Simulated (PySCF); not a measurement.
# A diatomic session: SiSb, part 1 of 2

One job finds the state of SiSb, follows it along the bond with each method and fits the curves.

The runs use PySCF 2.14.0; Si x2c-SVPall, Sb x2c-SVPall, spin-free X2C with a Gaussian nucleus.

## 1. Input

The job is set up so:

```
atoms                         : Si, Sb
charge                        : 0
basis                         : Si x2c-SVPall, Sb x2c-SVPall
Hamiltonian                   : spin-free X2C with a Gaussian nucleus
basis functions               : 54
electrons treated             : 65
masses in u                   : 27.9769, 120.9038
levels                        : PBE0, PBE, r²SCAN, B3LYP, TPSS, LDA, CAM-B3LYP, HF, MP2, SCS-MP2, CCSD, CCSD(T)
grid                          : 80 radial by 434 angular points
occupations                   : held fixed by the projection of orbital angular momentum
dissociation limit            : Si + Sb, each in its ground configuration
starting distance in angstrom : 2.480
values of 2S to try           : 1, 3, 5
```

Command:

```console
> OMP_NUM_THREADS=1 python dia.py task.json out
```

The job searches for the state first and then visits each distance with every level. Its results follow level by level.

## 2. State search with unrestricted PBE0

Unrestricted PBE0 solutions at 2.480 Å, counted from the lowest. The search isn't exhaustive.

```tsv
2Ms+1	unpaired	term	E (eV)	⟨S²⟩	⟨Lz²⟩	μ (D)
2	π ↑	²Π	0.00	0.77	1.00	0.02
2	σ ↑	²Σ⁺	0.50	0.77	0.00	-0.18
4	π ↑↑↑	⁴Π	1.27	3.76	1.01	0.95
4	σ ↑, π ↑↑	not assigned	1.56	3.76	2.01	0.24
2	π ↑↑↓	not assigned	1.62	1.76	3.02	0.94
2	σ ↓, π ↑↑	not assigned	1.97	1.77	2.01	0.40
4	σ ↑, π ↑↑	not assigned	2.05	3.76	2.01	-0.06
2	σ ↓, π ↑↑	not assigned	2.47	1.77	2.01	0.09
6	σ ↑, π ↑↑↑↑	⁶Σ⁺	2.54	8.75	0.00	1.65
2	π ↑	not assigned	2.78	0.75	3.01	0.91
4	σ ↓, π ↑↑↑↑	not assigned	3.45	4.78	0.00	2.30
4	π ↑↑↑	⁴Π	4.71	3.79	1.00	0.21
4	σ ↑, π ↑↑	⁴Σ⁻	4.81	3.75	0.00	0.34
4	σ ↑↑, π ↑	⁴Π	4.84	3.75	1.01	-0.07
```

A term symbol stands only where ⟨S²⟩ and ⟨Lz²⟩ are near those of a pure state. A positive dipole means Si(−)Sb(+).

The most promising solutions are followed along the bond (rough minima from three points):

```tsv
2Ms+1	unpaired	R at minimum (Å)	energy at minimum (eV)
2	π ↑	2.38	0.00
2	σ ↑	2.27	0.25
4	π ↑↑↑	not bracketed	≤ 1.21
2	π ↑↑↓	not bracketed	≤ 1.55
4	σ ↑, π ↑↑	2.50	1.64
```

The search made 19 SCF attempts at the starting distance; with the short scans it took 29 s of wall time (1 thread of Oxide Virtual Turin-like (Zen 5), shared host).

## 3. The PBE0 curve of the state that the search chose

State followed: ²Π (doublet), unpaired electrons π ↑. The scan is laid around 2.380 Å.

Output of the SCF at 2.380 Å:

```text
******** <class 'pyscf.dft.uks_symm.SymAdaptedUKS'> ********
method = SymAdaptedUKS
initial guess = minao
damping factor = 0
level_shift factor = 0
DIIS = <class 'pyscf.scf.diis.CDIIS'>
diis_start_cycle = 1
diis_space = 10
diis_damp = 0
SCF conv_tol = 1e-09
SCF conv_tol_grad = None
SCF max_cycles = 60
direct_scf = False
max_memory 909 MB (current use 318 MB)
number electrons alpha = 33  beta = 32
XC library pyscf.dft.libxc version 7.0.0
    S. Lehtola, C. Steigemann, M. J.T. Oliveira, and M. A.L. Marques.,  SoftwareX 7, 1–5 (2018)
XC functionals = PBE0
    C. Adamo and V. Barone.,  J. Chem. Phys. 110, 6158 (1999)
    M. Ernzerhof and G. E. Scuseria.,  J. Chem. Phys. 110, 5029 (1999)
small_rho_cutoff = 0
Overwritten attributes  get_k get_occ get_jk get_j get_hcore  of <class 'pyscf.dft.uks_symm.SymAdaptedUKS'>
<class 'pyscf.dft.uks_symm.SymAdaptedUKS'> does not have attributes  refdm
Set gradient conv threshold to 3.16228e-05
init E= -6769.50674793999
cycle= 1 E= -6769.52265191527  delta_E= -0.0159  |g|= 0.0155  |ddm|= 0.0878
cycle= 2 E= -6769.52254849507  delta_E= 0.000103  |g|= 0.0192  |ddm|= 0.0785
cycle= 3 E= -6769.52282397926  delta_E= -0.000275  |g|= 0.00946  |ddm|= 0.0536
cycle= 4 E= -6769.52291580016  delta_E= -9.18e-05  |g|= 0.000806  |ddm|= 0.0176
cycle= 5 E= -6769.52291742205  delta_E= -1.62e-06  |g|= 0.000333  |ddm|= 0.00269
cycle= 6 E= -6769.52291852639  delta_E= -1.1e-06  |g|= 0.000238  |ddm|= 0.00277
cycle= 7 E= -6769.52292005024  delta_E= -1.52e-06  |g|= 0.000102  |ddm|= 0.00653
cycle= 8 E= -6769.5229202796  delta_E= -2.29e-07  |g|= 3.18e-05  |ddm|= 0.00297
cycle= 9 E= -6769.52292029127  delta_E= -1.17e-08  |g|= 3.36e-06  |ddm|= 0.000669
cycle= 10 E= -6769.52292029133  delta_E= -6.09e-11  |g|= 6.81e-07  |ddm|= 3.88e-05
Extra cycle  E= -6769.52292029132  delta_E= 6.37e-12  |g|= 1.37e-06  |ddm|= 4.19e-06
converged SCF energy = -6769.52292029132  <S^2> = 0.75704615  2S+1 = 2.0070338
```

Points of the scan, energies from the lowest:

```tsv
R (Å)	E (eV)	μ (D)	Mulliken charge of Si (e)	Mayer bond order	⟨S²⟩	HOMO (eV)	LUMO (eV)
2.0468	1.3363	0.71	0.00	2.30	0.75	-6.25	-4.92
2.1420	0.5942	0.57	0.04	2.30	0.75	-6.32	-4.71
2.2372	0.1855	0.43	0.06	2.30	0.75	-6.35	-4.52
2.3086	0.0407	0.31	0.08	2.30	0.75	-6.20	-4.39
2.3800	0.0000	0.19	0.09	2.30	0.76	-6.06	-4.28
2.4514	0.0389	0.07	0.10	2.29	0.77	-5.93	-4.17
2.5466	0.1778	-0.07	0.10	2.22	0.83	-5.79	-4.03
2.6656	0.4210	-0.17	0.10	1.97	1.06	-5.71	-3.90
2.8084	0.7409	-0.27	0.09	1.67	1.30	-5.68	-3.77
2.9988	1.1616	-0.46	0.08	1.37	1.53	-5.68	-3.65
```

Constants from the curve: Re = 2.377 Å, ωe = 435 cm⁻¹, ωexe = 2.04 cm⁻¹, αe = 0.000529 cm⁻¹, Be = 0.1313 cm⁻¹, De = 2.80 eV, μ = 0.19 D.

Orbitals nearest the gap at 2.380 Å:

```tsv
spin	orbital	ε (eV)	filled	made of
β	π	-35.54	yes	Sb d 100 %
α	σ	-15.85	yes	Sb s 67 %, Si s 24 %
β	σ	-15.16	yes	Sb s 64 %, Si s 27 %
α	σ	-11.29	yes	Si s 60 %, Sb s 28 %, Sb p 10 %
β	σ	-10.93	yes	Si s 58 %, Sb s 30 %, Sb p 10 %
α	π	-6.96	yes	Sb p 68 %, Si p 30 %
α	σ	-6.55	yes	Sb p 45 %, Si p 40 %, Si s 11 %
β	σ	-6.39	yes	Sb p 45 %, Si p 42 %, Si s 9 %
α	π	-6.29	yes	Sb p 66 %, Si p 32 %
β	π	-6.06	yes	Sb p 59 %, Si p 40 %
β	π	-4.28	no	Sb p 58 %, Si p 40 %
α	π	-2.67	no	Si p 67 %, Sb p 32 %
α	π	-2.15	no	Si p 65 %, Sb p 34 %
β	π	-2.07	no	Si p 58 %, Sb p 40 %
```

Polarisability there: 108.5 bohr³ along the bond, 47.5 across it. Without diffuse functions these come out too small, above all across the bond.

## 4. Orbitals, density and potential

The fields below are evaluated on a grid from the run's orbitals.

Frontier orbitals at PBE0 (alpha spin), with the share of their density that lies nearest to each atom:

```tsv
orbital	energy (eV)	lies on
HOMO-1	-6.55	Si1 51 %; Sb2 49 %
HOMO	-6.29	Sb2 66 %; Si1 34 %
LUMO	-2.67	Si1 65 %; Sb2 35 %
```

ELF in a plane through or near 2 of the atoms.

Ten even steps from '0' (0.00) to '9' (0.99):
```
0000001111111233332221100000
0000123332223555554444320000
0012455544345666666655542100
0135667766556677777777654200
0146778877666777777777765310
0367899988777777666677776420
2578999987678875433467887531
3679999831137863244335788642
3689998515515852567633788752
4689996358843842654743688752
4689996358843842654743688752
3689998516515852577633788752
3679999831137863244345788642
2578999987678875433467887531
0367899988777777666677776420
0146778877666777777777765310
0135667766556677777777654200
0012455544345666666655542100
0000123332223555554444320000
0000001111111233332221100000
```
The map spans 7.6 Å across and 5.2 Å up, centred on the molecule. Atoms in the plane (x, y in Å): Si1 (-1.2, 0.0), Sb2 (1.2, 0.0).

log10 of the density (e/Å³) in the same plane.

Ten even steps from '0' (-4.0) to '9' (3.5):
```
0001111111222222222221111000
0011122222222222222222221100
0111222223333333333332222110
1122223333333333333333322211
1122233333333333444333332211
1222333344444444444444333221
1223334444444444455444433221
1223344445444445566554443322
2233444456654455677655443322
2233444569965555689755443322
2233444569965555689755443322
2233444456654455677655443322
1223344445544445566554443322
1223334444444444455444433221
1222333344444444444444333221
1122233333333333444333332211
1122223333333333333333322211
0111222223333333333333222110
0011122222222222222222221100
0001111111222222222221111000
```
The map spans 7.6 Å across and 5.2 Å up, centred on the molecule. Atoms in the plane (x, y in Å): Si1 (-1.2, 0.0), Sb2 (1.2, 0.0).

On the surface of density 0.002 e/bohr³ the electrostatic potential runs, from the 1st to the 99th percentile, from -0.41 V near Sb2 to 1.29 V near Si1.

The spin density lies nearest to Sb2 69 %; Si1 31 %.

## 5. Higher solutions at PBE0

State 2: ²Σ⁺ (doublet), unpaired electrons σ ↑, an excited solution.

The SCF at the reference distance, 2.380 Å, printed:

```text
[... 13 set-up lines left out, the same as in an earlier log ...]
max_memory 909 MB (current use 371 MB)
[... 8 set-up lines left out, the same as in an earlier log ...]
init E= -6769.48517538522
cycle= 1 E= -6769.50984433719  delta_E= -0.0247  |g|= 0.018  |ddm|= 0.0883
cycle= 2 E= -6769.50991732415  delta_E= -7.3e-05  |g|= 0.017  |ddm|= 0.0659
cycle= 3 E= -6769.51004872623  delta_E= -0.000131  |g|= 0.0114  |ddm|= 0.0372
cycle= 4 E= -6769.51017977208  delta_E= -0.000131  |g|= 0.000929  |ddm|= 0.0188
cycle= 5 E= -6769.51018147918  delta_E= -1.71e-06  |g|= 0.000331  |ddm|= 0.00266
cycle= 6 E= -6769.51018246594  delta_E= -9.87e-07  |g|= 0.000231  |ddm|= 0.00274
cycle= 7 E= -6769.51018330559  delta_E= -8.4e-07  |g|= 0.000199  |ddm|= 0.00264
cycle= 8 E= -6769.5101852486  delta_E= -1.94e-06  |g|= 0.000165  |ddm|= 0.00698
cycle= 9 E= -6769.51018883545  delta_E= -3.59e-06  |g|= 7.12e-05  |ddm|= 0.0238
cycle= 10 E= -6769.51018897612  delta_E= -1.41e-07  |g|= 5.95e-06  |ddm|= 0.00514
cycle= 11 E= -6769.51018897691  delta_E= -7.94e-10  |g|= 1.33e-06  |ddm|= 0.000376
Extra cycle  E= -6769.51018897691  delta_E= -1.82e-12  |g|= 1e-06  |ddm|= 5.43e-06
converged SCF energy = -6769.51018897691  <S^2> = 0.77356175  2S+1 = 2.0234246
```

No constants are quoted: the points don't follow one smooth fit.

State 3: ⁴Π (quartet), unpaired electrons π ↑↑↑, an excited solution.

Output of the SCF at 2.380 Å:

```text
[... 14 set-up lines left out, the same as in an earlier log ...]
number electrons alpha = 34  beta = 31
[... 7 set-up lines left out, the same as in an earlier log ...]
init E= -6769.45852832439
cycle= 1 E= -6769.46402847499  delta_E= -0.0055  |g|= 0.0111  |ddm|= 0.09
cycle= 2 E= -6769.46409266839  delta_E= -6.42e-05  |g|= 0.00835  |ddm|= 0.0646
cycle= 3 E= -6769.46416412154  delta_E= -7.15e-05  |g|= 0.00221  |ddm|= 0.0284
cycle= 4 E= -6769.46416799711  delta_E= -3.88e-06  |g|= 0.000229  |ddm|= 0.00475
cycle= 5 E= -6769.46416809877  delta_E= -1.02e-07  |g|= 0.000143  |ddm|= 0.000967
cycle= 6 E= -6769.46416812671  delta_E= -2.79e-08  |g|= 2.31e-05  |ddm|= 0.00047
cycle= 7 E= -6769.46416812837  delta_E= -1.65e-09  |g|= 5.22e-06  |ddm|= 0.000143
cycle= 8 E= -6769.46416812841  delta_E= -4.27e-11  |g|= 5.23e-07  |ddm|= 2.32e-05
Extra cycle  E= -6769.46416812841  delta_E= 3.64e-12  |g|= 4.89e-07  |ddm|= 3.02e-06
converged SCF energy = -6769.46416812841  <S^2> = 3.7595445  2S+1 = 4.0047694
```

Re = 2.660 Å, ωe = 293.8 cm⁻¹, ωexe = 0.935 cm⁻¹, αe = 0.000481 cm⁻¹, Be = 0.1049 cm⁻¹, μ = 0.56 D. Its minimum lies 1.20 eV above that of the lowest state.

State 4: Ms = 0.5 determinant of mixed spin (⟨S²⟩ = 1.76), unpaired electrons π ↑↑↓, an excited solution.

The SCF at the reference distance, 2.380 Å, printed:

```text
[... 22 set-up lines left out, the same as in an earlier log ...]
init E= -6769.44579826596
cycle= 1 E= -6769.45091535898  delta_E= -0.00512  |g|= 0.0112  |ddm|= 0.0896
cycle= 2 E= -6769.45097686966  delta_E= -6.15e-05  |g|= 0.0086  |ddm|= 0.0661
cycle= 3 E= -6769.4510531033  delta_E= -7.62e-05  |g|= 0.00224  |ddm|= 0.0291
cycle= 4 E= -6769.45105705976  delta_E= -3.96e-06  |g|= 0.00021  |ddm|= 0.00477
cycle= 5 E= -6769.45105714034  delta_E= -8.06e-08  |g|= 0.000134  |ddm|= 0.000927
cycle= 6 E= -6769.4510571642  delta_E= -2.39e-08  |g|= 2.24e-05  |ddm|= 0.000433
cycle= 7 E= -6769.45105716585  delta_E= -1.65e-09  |g|= 5.94e-06  |ddm|= 0.000147
cycle= 8 E= -6769.45105716592  delta_E= -6.37e-11  |g|= 8.21e-07  |ddm|= 3.11e-05
Extra cycle  E= -6769.45105716592  delta_E=    0  |g|= 6.65e-07  |ddm|= 3.91e-06
converged SCF energy = -6769.45105716592  <S^2> = 1.7605406  2S+1 = 2.8358707
```

Re = 2.665 Å, ωe = 292.6 cm⁻¹; the determinant mixes terms (⟨S²⟩ = 1.76, ⟨Lz²⟩ = 3.02), so these belong to no real state. Its minimum lies 1.54 eV above that of the lowest state.

Energy (eV) from the lowest point of the lowest state:

```tsv
R (Å)	lowest	state 2	state 3	state 4
2.047	1.336	0.875	4.241	4.621
2.142	0.594	0.418	3.091	3.463
2.237	0.186	0.249	2.302	2.668
2.309	0.041	0.256	1.891	2.252
2.380	0.000	0.346	1.599	1.955
2.451	0.039	0.492	1.402	1.754
2.547	0.178	0.723	1.252	1.600
2.666	0.421	1.029	1.200	1.543
2.808	0.741	1.393	1.267	1.605
2.999	1.162	1.842	1.484	1.818
```

## 6. PBE

Log of the SCF at 2.380 Å:

```text
[... 17 set-up lines left out, the same as in an earlier log ...]
XC functionals = PBE
    J. P. Perdew, K. Burke, and M. Ernzerhof.,  Phys. Rev. Lett. 77, 3865 (1996)
    J. P. Perdew, K. Burke, and M. Ernzerhof.,  Phys. Rev. Lett. 78, 1396 (1997)
    J. P. Perdew, K. Burke, and M. Ernzerhof.,  Phys. Rev. Lett. 77, 3865 (1996)
    J. P. Perdew, K. Burke, and M. Ernzerhof.,  Phys. Rev. Lett. 78, 1396 (1997)
[... 2 set-up lines left out, the same as in an earlier log ...]
init E= -6769.41527085785
cycle= 1 E= -6769.41558396919  delta_E= -0.000313  |g|= 0.0306  |ddm|= 0.132
cycle= 2 E= -6769.39995394149  delta_E= 0.0156  |g|= 0.121  |ddm|= 0.277
cycle= 3 E= -6769.4165334284  delta_E= -0.0166  |g|= 0.00404  |ddm|= 0.233
cycle= 4 E= -6769.41655364607  delta_E= -2.02e-05  |g|= 0.000515  |ddm|= 0.00887
cycle= 5 E= -6769.41655445638  delta_E= -8.1e-07  |g|= 0.000282  |ddm|= 0.00256
cycle= 6 E= -6769.41655493942  delta_E= -4.83e-07  |g|= 0.000129  |ddm|= 0.00257
cycle= 7 E= -6769.41655503438  delta_E= -9.5e-08  |g|= 9.24e-05  |ddm|= 0.00162
cycle= 8 E= -6769.41655504579  delta_E= -1.14e-08  |g|= 8.55e-06  |ddm|= 0.00029
cycle= 9 E= -6769.41655504588  delta_E= -8.82e-11  |g|= 8.71e-07  |ddm|= 2.83e-05
Extra cycle  E= -6769.41655504587  delta_E= 9.09e-12  |g|= 2.23e-06  |ddm|= 5.23e-06
converged SCF energy = -6769.41655504587  <S^2> = 0.75279395  2S+1 = 2.002792
```

Re = 2.410 Å, ωe = 407 cm⁻¹, ωexe = 1.16 cm⁻¹, αe = 0.000498 cm⁻¹, Be = 0.1277 cm⁻¹, De = 3.16 eV, μ = 0.33 D.

## 7. r²SCAN

The SCF at the reference distance, 2.380 Å, printed:

```text
[... 17 set-up lines left out, the same as in an earlier log ...]
XC functionals = R2SCAN
    J. W. Furness, A. D. Kaplan, J. Ning, J. P. Perdew, and J. Sun.,  J. Phys. Chem. Lett. 11, 8208-8215 (2020)
    J. W. Furness, A. D. Kaplan, J. Ning, J. P. Perdew, and J. Sun.,  J. Phys. Chem. Lett. 11, 9248-9248 (2020)
    J. W. Furness, A. D. Kaplan, J. Ning, J. P. Perdew, and J. Sun.,  J. Phys. Chem. Lett. 11, 8208-8215 (2020)
    J. W. Furness, A. D. Kaplan, J. Ning, J. P. Perdew, and J. Sun.,  J. Phys. Chem. Lett. 11, 9248-9248 (2020)
[... 2 set-up lines left out, the same as in an earlier log ...]
init E= -6769.97334637734
cycle= 1 E= -6769.9739170681  delta_E= -0.000571  |g|= 0.0109  |ddm|= 0.0996
cycle= 2 E= -6769.97375618496  delta_E= 0.000161  |g|= 0.0157  |ddm|= 0.0472
cycle= 3 E= -6769.97380080336  delta_E= -4.46e-05  |g|= 0.0124  |ddm|= 0.0493
cycle= 4 E= -6769.97397649112  delta_E= -0.000176  |g|= 0.000549  |ddm|= 0.0218
cycle= 5 E= -6769.97397692246  delta_E= -4.31e-07  |g|= 0.000163  |ddm|= 0.00174
cycle= 6 E= -6769.97397706362  delta_E= -1.41e-07  |g|= 7.74e-05  |ddm|= 0.00111
cycle= 7 E= -6769.97397714166  delta_E= -7.8e-08  |g|= 4.3e-05  |ddm|= 0.00106
cycle= 8 E= -6769.97397717831  delta_E= -3.66e-08  |g|= 1.15e-05  |ddm|= 0.00117
cycle= 9 E= -6769.97397717966  delta_E= -1.35e-09  |g|= 1.89e-06  |ddm|= 0.000262
cycle= 10 E= -6769.97397717967  delta_E= -9.09e-12  |g|= 5.55e-07  |ddm|= 1.15e-05
Extra cycle  E= -6769.97397717967  delta_E= 5.46e-12  |g|= 1.5e-06  |ddm|= 4.26e-06
converged SCF energy = -6769.97397717967  <S^2> = 0.76010113  2S+1 = 2.0100758
```

Re = 2.391 Å, ωe = 423 cm⁻¹, ωexe = 1.76 cm⁻¹, αe = 0.000536 cm⁻¹, Be = 0.1298 cm⁻¹, De = 2.83 eV, μ = 0.26 D.

## 8. B3LYP (global hybrid GGA)

The SCF at the reference distance, 2.380 Å, printed:

```text
[... 17 set-up lines left out, the same as in an earlier log ...]
XC functionals = B3LYP
    P. J. Stephens, F. J. Devlin, C. F. Chabalowski, and M. J. Frisch.,  J. Phys. Chem. 98, 11623 (1994)
[... 2 set-up lines left out, the same as in an earlier log ...]
init E= -6770.07943303462
cycle= 1 E= -6770.0798383145  delta_E= -0.000405  |g|= 0.00352  |ddm|= 0.0782
cycle= 2 E= -6770.07982825104  delta_E= 1.01e-05  |g|= 0.00494  |ddm|= 0.0187
cycle= 3 E= -6770.07984716051  delta_E= -1.89e-05  |g|= 0.0026  |ddm|= 0.0138
cycle= 4 E= -6770.07985559812  delta_E= -8.44e-06  |g|= 0.000374  |ddm|= 0.0054
cycle= 5 E= -6770.07985693276  delta_E= -1.33e-06  |g|= 0.000265  |ddm|= 0.00304
cycle= 6 E= -6770.07985807991  delta_E= -1.15e-06  |g|= 0.000138  |ddm|= 0.00437
cycle= 7 E= -6770.07985832957  delta_E= -2.5e-07  |g|= 4.03e-05  |ddm|= 0.00253
cycle= 8 E= -6770.07985834388  delta_E= -1.43e-08  |g|= 1.03e-05  |ddm|= 0.000711
cycle= 9 E= -6770.07985834408  delta_E= -2.07e-10  |g|= 2.45e-06  |ddm|= 5.42e-05
Extra cycle  E= -6770.07985834406  delta_E= 2e-11  |g|= 5.44e-06  |ddm|= 1.72e-05
converged SCF energy = -6770.07985834406  <S^2> = 0.75303118  2S+1 = 2.0030289
```

Re = 2.395 Å, ωe = 419 cm⁻¹, ωexe = 1.35 cm⁻¹, αe = 0.000503 cm⁻¹, Be = 0.1293 cm⁻¹, De = 2.92 eV, μ = 0.13 D. 9.3 s of CPU time for 12 points, integrals apart.

## 9. TPSS

Output of the SCF at 2.380 Å:

```text
[... 13 set-up lines left out, the same as in an earlier log ...]
max_memory 909 MB (current use 372 MB)
[... 3 set-up lines left out, the same as in an earlier log ...]
XC functionals = TPSS
    J. Tao, J. P. Perdew, V. N. Staroverov, and G. E. Scuseria.,  Phys. Rev. Lett. 91, 146401 (2003)
    J. P. Perdew, J. Tao, V. N. Staroverov, and G. E. Scuseria.,  J. Chem. Phys. 120, 6898 (2004)
    J. Tao, J. P. Perdew, V. N. Staroverov, and G. E. Scuseria.,  Phys. Rev. Lett. 91, 146401 (2003)
    J. P. Perdew, J. Tao, V. N. Staroverov, and G. E. Scuseria.,  J. Chem. Phys. 120, 6898 (2004)
[... 2 set-up lines left out, the same as in an earlier log ...]
init E= -6769.72880532971
cycle= 1 E= -6769.72885083851  delta_E= -4.55e-05  |g|= 0.0301  |ddm|= 0.0883
cycle= 2 E= -6769.71798423184  delta_E= 0.0109  |g|= 0.103  |ddm|= 0.244
cycle= 3 E= -6769.72950283469  delta_E= -0.0115  |g|= 0.0111  |ddm|= 0.21
cycle= 4 E= -6769.72964223486  delta_E= -0.000139  |g|= 0.00125  |ddm|= 0.0188
cycle= 5 E= -6769.7296447143  delta_E= -2.48e-06  |g|= 0.000292  |ddm|= 0.00406
cycle= 6 E= -6769.72964524284  delta_E= -5.29e-07  |g|= 0.000164  |ddm|= 0.00214
cycle= 7 E= -6769.72964557586  delta_E= -3.33e-07  |g|= 6.58e-05  |ddm|= 0.00307
cycle= 8 E= -6769.72964558746  delta_E= -1.16e-08  |g|= 1.46e-05  |ddm|= 0.000475
cycle= 9 E= -6769.72964558783  delta_E= -3.68e-10  |g|= 4.13e-06  |ddm|= 7.77e-05
Extra cycle  E= -6769.72964558751  delta_E= 3.17e-10  |g|= 1.74e-05  |ddm|= 3.96e-05
converged SCF energy = -6769.72964558751  <S^2> = 0.75372607  2S+1 = 2.0037226
```

Re = 2.402 Å, ωe = 412 cm⁻¹, ωexe = 1.25 cm⁻¹, αe = 0.000507 cm⁻¹, Be = 0.1286 cm⁻¹, De = 3.00 eV, μ = 0.35 D. 10 s of CPU time for 12 points, integrals apart.

## 10. LDA (local density)

The SCF at the reference distance, 2.380 Å, printed:

```text
[... 17 set-up lines left out, the same as in an earlier log ...]
XC functionals = LDA,VWN
    P. A. M. Dirac.,  Math. Proc. Cambridge Philos. Soc. 26, 376 (1930)
    F. Bloch.,  Z. Phys. 57, 545 (1929)
    S. H. Vosko, L. Wilk, and M. Nusair.,  Can. J. Phys. 58, 1200 (1980)
[... 2 set-up lines left out, the same as in an earlier log ...]
init E= -6762.66736421598
cycle= 1 E= -6762.6706464969  delta_E= -0.00328  |g|= 0.0129  |ddm|= 0.204
cycle= 2 E= -6762.6706151906  delta_E= 3.13e-05  |g|= 0.0113  |ddm|= 0.0357
cycle= 3 E= -6762.67031673532  delta_E= 0.000298  |g|= 0.0196  |ddm|= 0.0503
cycle= 4 E= -6762.67073312787  delta_E= -0.000416  |g|= 0.00217  |ddm|= 0.039
cycle= 5 E= -6762.670738771  delta_E= -5.64e-06  |g|= 0.000331  |ddm|= 0.00508
cycle= 6 E= -6762.67073909571  delta_E= -3.25e-07  |g|= 0.000194  |ddm|= 0.00188
cycle= 7 E= -6762.67073919793  delta_E= -1.02e-07  |g|= 1.48e-05  |ddm|= 0.00128
cycle= 8 E= -6762.67073919824  delta_E= -3.15e-10  |g|= 5.79e-06  |ddm|= 7.9e-05
Extra cycle  E= -6762.67073919763  delta_E= 6.11e-10  |g|= 2.45e-05  |ddm|= 5.39e-05
converged SCF energy = -6762.67073919763  <S^2> = 0.75100994  2S+1 = 2.0010097
```

Re = 2.384 Å, ωe = 419 cm⁻¹, ωexe = 1.11 cm⁻¹, αe = 0.000494 cm⁻¹, Be = 0.1306 cm⁻¹, De = 3.89 eV, μ = 0.21 D.

## 11. CAM-B3LYP (range-separated hybrid)

The SCF at the reference distance, 2.380 Å, printed:

```text
[... 13 set-up lines left out, the same as in an earlier log ...]
max_memory 909 MB (current use 373 MB)
[... 3 set-up lines left out, the same as in an earlier log ...]
XC functionals = CAMB3LYP
    T. Yanai, D. P. Tew, and N. C. Handy.,  Chem. Phys. Lett. 393, 51 (2004)
[... 2 set-up lines left out, the same as in an earlier log ...]
init E= -6770.33061923324
cycle= 1 E= -6770.33110438898  delta_E= -0.000485  |g|= 0.00743  |ddm|= 0.0644
cycle= 2 E= -6770.33107972369  delta_E= 2.47e-05  |g|= 0.00923  |ddm|= 0.0372
cycle= 3 E= -6770.33116781918  delta_E= -8.81e-05  |g|= 0.00145  |ddm|= 0.0191
cycle= 4 E= -6770.33117116664  delta_E= -3.35e-06  |g|= 0.000597  |ddm|= 0.00449
cycle= 5 E= -6770.33117259181  delta_E= -1.43e-06  |g|= 0.000228  |ddm|= 0.00334
cycle= 6 E= -6770.33117310219  delta_E= -5.1e-07  |g|= 0.000121  |ddm|= 0.00219
cycle= 7 E= -6770.33117324516  delta_E= -1.43e-07  |g|= 8.1e-05  |ddm|= 0.00104
cycle= 8 E= -6770.33117334057  delta_E= -9.54e-08  |g|= 6.21e-05  |ddm|= 0.000929
cycle= 9 E= -6770.33117342775  delta_E= -8.72e-08  |g|= 4.61e-05  |ddm|= 0.00107
cycle= 10 E= -6770.33117351611  delta_E= -8.84e-08  |g|= 1.2e-05  |ddm|= 0.00214
cycle= 11 E= -6770.33117351928  delta_E= -3.17e-09  |g|= 3.89e-06  |ddm|= 0.000428
cycle= 12 E= -6770.33117351936  delta_E= -8.28e-11  |g|= 1.17e-06  |ddm|= 4.66e-05
Extra cycle  E= -6770.33117351938  delta_E= -1.18e-11  |g|= 6.55e-07  |ddm|= 5.9e-06
converged SCF energy = -6770.33117351938  <S^2> = 0.75766717  2S+1 = 2.0076525
```

Re = 2.357 Å, ωe = 448 cm⁻¹, ωexe = 2.50 cm⁻¹, αe = 0.000577 cm⁻¹, Be = 0.1336 cm⁻¹, De = 2.69 eV, μ = 0.00 D.

(Continued in part 2 of 2.)
